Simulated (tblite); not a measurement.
# F6H6OS3Si5: the cost of one run

Programs: PySCF 2.14.0 with density-fitted response routines of our own, and tblite 0.8.0. All values are computed, except where a source is named. Atoms count from 0 throughout.

### Step 1. The molecule as given

21 atoms, charge 0, multiplicity 1; geometry from: MMFF94s geometry.

Bonds of the start (Å): F0–Si1 1.61, O13–Si14 1.66, S10–Si11 2.11, S3–Si4 2.12, S6–Si7 2.11, Si11–F12 1.61, Si11–H17 1.48, Si11–O13 1.65, Si14–H18 1.48, Si14–H19 1.48, Si14–H20 1.48, Si1–F2 1.61, Si1–H15 1.46, Si1–S3 2.12, Si4–F5 1.61, Si4–H16 1.47, Si4–S6 2.11, Si7–F8 1.61, Si7–F9 1.60, Si7–S10 2.12.

### Step 2. GFN2-xTB relaxation, conformer 1

What the job is given:

```
{"job": {"xc": "GFN2-xTB", "basis": "xTB", "kind": "relax"}, "charge": 0, "multiplicity": 1}
F      5.375300    -1.047200    -1.369400
Si     5.276700     0.535600    -1.105100
F      6.777400     1.107000    -0.952600
S      4.252200     0.873000     0.721900
Si     2.563400    -0.194300     0.008600
F      2.037900     0.539600    -1.323300
S      1.062700    -0.043300     1.488900
Si    -0.235600    -1.255600     0.355900
F      0.503700    -2.644300     0.024400
F     -0.631800    -0.542100    -1.015500
S     -1.960200    -1.706200     1.502000
Si    -2.948700     0.071200     0.930500
F     -4.062900     0.407900     2.041300
O     -3.707400    -0.196300    -0.506200
Si    -4.729900     0.637200    -1.509300
H      4.598800     1.209100    -2.211700
H      2.917500    -1.598700    -0.261500
H     -2.026200     1.223600     0.828000
H     -4.949100    -0.164800    -2.735500
H     -4.097400     1.924700    -1.868800
H     -6.025500     0.880700    -0.832200
```

The run is started by

```
$ OMP_NUM_THREADS=1 python ens_run.py task.json out
```

This one command runs the whole study; its stages follow in the order run.

Q: Estimate the wall time of this first job on 1 thread of Intel Xeon Platinum 8488C, shared host.

About 35 s.
